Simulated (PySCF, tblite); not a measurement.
**C₈H₉ radical: geometry, infrared bands and EPR parameters**

What infrared bands and EPR parameters should C₈H₉ radical (`CCc1c[c]ccc1`) show?

Computed with tblite 0.8.0 and PySCF 2.14.0, with density-fitted response routines of our own, on a single molecule in the gas phase. Atoms are numbered from 0 throughout.

### Step 1. Starting geometry

17 atoms, charge 0, multiplicity 2; geometry from: force field or distance geometry start.

Bonds of the start (Å): C0–C1 1.52, C1–C2 1.53, C2–C3 1.38, C3–C4 1.40, C4–C5 1.39, C5–C6 1.40, C6–C7 1.39, C7–C2 1.40, C0–H8 1.10, C0–H9 1.10, C0–H10 1.09, C1–H11 1.08, C1–H12 1.09, C3–H13 1.09, C5–H14 1.09, C6–H15 1.08, C7–H16 1.09.

### Step 2. Relaxing the molecule with GFN2-xTB

The job: settings as JSON, then the geometry in Å.

```
{"job": {"kind": "relax", "xc": "GFN2-xTB", "basis": "xTB"}, "charge": 0, "multiplicity": 2}
C     -2.250700     0.817400     0.275500
C     -1.382600     0.039800    -0.692600
C     -0.015100    -0.261100    -0.084800
C      0.186700    -1.417400     0.648700
C      1.434000    -1.689000     1.227900
C      2.477400    -0.787200     1.047600
C      2.284000     0.385000     0.313400
C      1.040700     0.651500    -0.243900
H     -3.228900     1.014700    -0.180000
H     -2.431300     0.264700     1.210400
H     -1.808200     1.780600     0.534800
H     -1.260000     0.592600    -1.616100
H     -1.877300    -0.903700    -0.945400
H     -0.612200    -2.141100     0.805400
H      3.447200    -0.991300     1.495000
H      3.096900     1.088500     0.198700
H      0.892400     1.567800    -0.811200
```

On the command line:

```console
$ OMP_NUM_THREADS=1 python probes_run.py task.json out
```

The driver reads the jobs from task.json and runs them one after another.

**Question.** This job is followed by: GFN2-xTB harmonic vibrations, gas phase; UKS B3LYP, pcH-1 on C H, non-relativistic, mean-field spin-orbit, GIAO. What will the session give for the following? strongest single infrared mode (GFN2-xTB); zero-point energy (GFN2-xTB); g(iso) (B3LYP); ⟨S²⟩; largest a(iso) (averaged by class); potential on the surface of density 0.002 e/bohr³, 1st and 99th percentile.

As calculated:

```
                                                                  quantity                 value
                                 strongest single infrared mode (GFN2-xTB)  3032 cm⁻¹, 54 km/mol
                                              zero-point energy (GFN2-xTB)         88.0 kcal/mol
                                                            g(iso) (B3LYP)               2.00224
                                                                      ⟨S²⟩    0.757 (exact 0.75)
                                        largest a(iso) (averaged by class)  13C on C4, 392.7 MHz
potential on the surface of density 0.002 e/bohr³, 1st and 99th percentile    -0.66 V and 0.88 V
```

In words: Relaxing lowered the energy by 0.133 eV in 36 steps; the close pair that moved most is C3–C4, from 1.402 to 1.361 Å. No mode is imaginary among the 45: a minimum at this level. GFN2-xTB is a fitted tight-binding method: band positions and strengths are rough. Its intensities can rank the bands wrongly. C4 carries the largest spin population, 1.00 e. The isotropic g lies 0.1 ppt below the free-electron value. The conformer search found further structures of the same energy, which may be mirror or relabelled copies of this one.
